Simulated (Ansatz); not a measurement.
# Te32Al2Sn30: the cost of one run

All numbers are computed with Ansatz 0.2.0 (PAW, plane waves).

### Step 1. The system as built

64 atoms (32 Te, 2 Al, 30 Sn); a = 12.569 Å, b = 12.569 Å, c = 12.569 Å, α = 90.00°, β = 90.00°, γ = 90.00°. All atoms were shaken off their sites by about 0.02 Å along each axis. Defect site 1: (0.500, 0.500, 0.500). Defect site 2: (0.000, 0.000, 0.000).

Steps to follow: (2) PBEsol relaxation at the single k point (¼, ¼, ¼), on 1 × NVIDIA H100 80GB HBM3 with 4 threads of AMD EPYC 7R13; (3) HSE06 single point at the single k point (¼, ¼, ¼), on 1 × NVIDIA H100 80GB HBM3 with 4 threads of AMD EPYC 7R13; (4) r²SCAN single point at the single k point (¼, ¼, ¼), on 1 × NVIDIA H100 80GB HBM3 with 4 threads of AMD EPYC 7R13.

### Step 2. Relaxing the atoms with PBEsol

The input, in.yaml:

```yaml
crystal:
  lattice:
    - [12.568998, 0.000000, 0.000000]
    - [0.000000, 12.568998, 0.000000]
    - [0.000000, 0.000000, 12.568998]
  atoms:
    - { symbol: Te, position: [0.252383, 0.999568, 0.004450] }
    - { symbol: Te, position: [0.248254, 0.998516, 0.499498] }
    - { symbol: Te, position: [0.252752, 0.501979, 0.997564] }
    - { symbol: Te, position: [0.247876, 0.501096, 0.499628] }
    - { symbol: Te, position: [0.750605, 0.000457, 0.000669] }
    - { symbol: Te, position: [0.749329, 0.998160, 0.497056] }
    - { symbol: Te, position: [0.750798, 0.498666, 0.997672] }
    - { symbol: Te, position: [0.745902, 0.499840, 0.498482] }
    - { symbol: Te, position: [0.999591, 0.251503, 0.998034] }
    - { symbol: Te, position: [0.996297, 0.250848, 0.498758] }
    - { symbol: Te, position: [0.000324, 0.747646, 0.000541] }
    - { symbol: Te, position: [0.002063, 0.749538, 0.498932] }
    - { symbol: Te, position: [0.498329, 0.249694, 0.000749] }
    - { symbol: Te, position: [0.497717, 0.249408, 0.497400] }
    - { symbol: Te, position: [0.501817, 0.750954, 0.999103] }
    - { symbol: Te, position: [0.501312, 0.748760, 0.499029] }
    - { symbol: Te, position: [0.002435, 0.998583, 0.249614] }
    - { symbol: Te, position: [0.998856, 0.996333, 0.748860] }
    - { symbol: Te, position: [0.999145, 0.496119, 0.252241] }
    - { symbol: Te, position: [0.003519, 0.502722, 0.751317] }
    - { symbol: Te, position: [0.500677, 0.001735, 0.250950] }
    - { symbol: Te, position: [0.500039, 0.999706, 0.748655] }
    - { symbol: Te, position: [0.500837, 0.501587, 0.250200] }
    - { symbol: Te, position: [0.498777, 0.498442, 0.747787] }
    - { symbol: Te, position: [0.248448, 0.251669, 0.250658] }
    - { symbol: Te, position: [0.251242, 0.247202, 0.749935] }
    - { symbol: Te, position: [0.252012, 0.751548, 0.251859] }
    - { symbol: Te, position: [0.250557, 0.751950, 0.749964] }
    - { symbol: Te, position: [0.749456, 0.251322, 0.249364] }
    - { symbol: Te, position: [0.751430, 0.249038, 0.749209] }
    - { symbol: Te, position: [0.748807, 0.751746, 0.249632] }
    - { symbol: Te, position: [0.750195, 0.750344, 0.752133] }
    - { symbol: Al, position: [0.002247, 0.002154, 0.000372] }
    - { symbol: Al, position: [0.499701, 0.497437, 0.501325] }
    - { symbol: Sn, position: [0.000050, 0.002109, 0.496989] }
    - { symbol: Sn, position: [0.998437, 0.499315, 0.999811] }
    - { symbol: Sn, position: [0.002165, 0.500262, 0.499321] }
    - { symbol: Sn, position: [0.498804, 0.999137, 0.997547] }
    - { symbol: Sn, position: [0.501700, 0.997917, 0.498629] }
    - { symbol: Sn, position: [0.501520, 0.498915, 0.001977] }
    - { symbol: Sn, position: [0.250837, 0.251184, 0.996422] }
    - { symbol: Sn, position: [0.250086, 0.248876, 0.500577] }
    - { symbol: Sn, position: [0.248529, 0.749618, 0.999283] }
    - { symbol: Sn, position: [0.250216, 0.748607, 0.503293] }
    - { symbol: Sn, position: [0.750344, 0.250297, 0.000590] }
    - { symbol: Sn, position: [0.749930, 0.247011, 0.498513] }
    - { symbol: Sn, position: [0.748534, 0.750028, 0.000962] }
    - { symbol: Sn, position: [0.751906, 0.750613, 0.500012] }
    - { symbol: Sn, position: [0.248073, 0.000045, 0.251339] }
    - { symbol: Sn, position: [0.252315, 0.998294, 0.751465] }
    - { symbol: Sn, position: [0.250970, 0.497461, 0.250980] }
    - { symbol: Sn, position: [0.243831, 0.500582, 0.748570] }
    - { symbol: Sn, position: [0.750728, 0.000614, 0.248068] }
    - { symbol: Sn, position: [0.749922, 0.001961, 0.751805] }
    - { symbol: Sn, position: [0.748032, 0.499361, 0.251981] }
    - { symbol: Sn, position: [0.750383, 0.502289, 0.751558] }
    - { symbol: Sn, position: [0.999535, 0.250644, 0.248275] }
    - { symbol: Sn, position: [0.999576, 0.249962, 0.749774] }
    - { symbol: Sn, position: [0.001031, 0.749996, 0.251510] }
    - { symbol: Sn, position: [0.999832, 0.750464, 0.749166] }
    - { symbol: Sn, position: [0.500160, 0.250251, 0.247286] }
    - { symbol: Sn, position: [0.500971, 0.248427, 0.748873] }
    - { symbol: Sn, position: [0.498616, 0.753015, 0.251286] }
    - { symbol: Sn, position: [0.497195, 0.748245, 0.746221] }
  symmetry: { detect: false }
kpoints:
  mp_grid: { grid: [1, 1, 1], shift: [0.25, 0.25, 0.25] }
hamiltonian:
  xc: pbesol
scf:
  occupations: { method: fermi_dirac, width: 0.01 }
relax:
  f_tol: 0.03
  max_steps: 80
  escape_saddle: false
  adjacent_minimum: "off"
output:
  forces: true
  eigenvalues: true
  populations: true
```

Command:

```console
> ansatz run in.yaml --threads 4 --pin off --max-ram 61750MiB --runs-dir r --events-out ev --progress --plain --backend cuda --devices 0, --max-vram 37GiB
```

Q: Estimate wall time and peak memory on 1 × NVIDIA H100 80GB HBM3 with 4 threads of AMD EPYC 7R13, shared host.

About 14 s, with a peak of 1.7 GiB on the host.
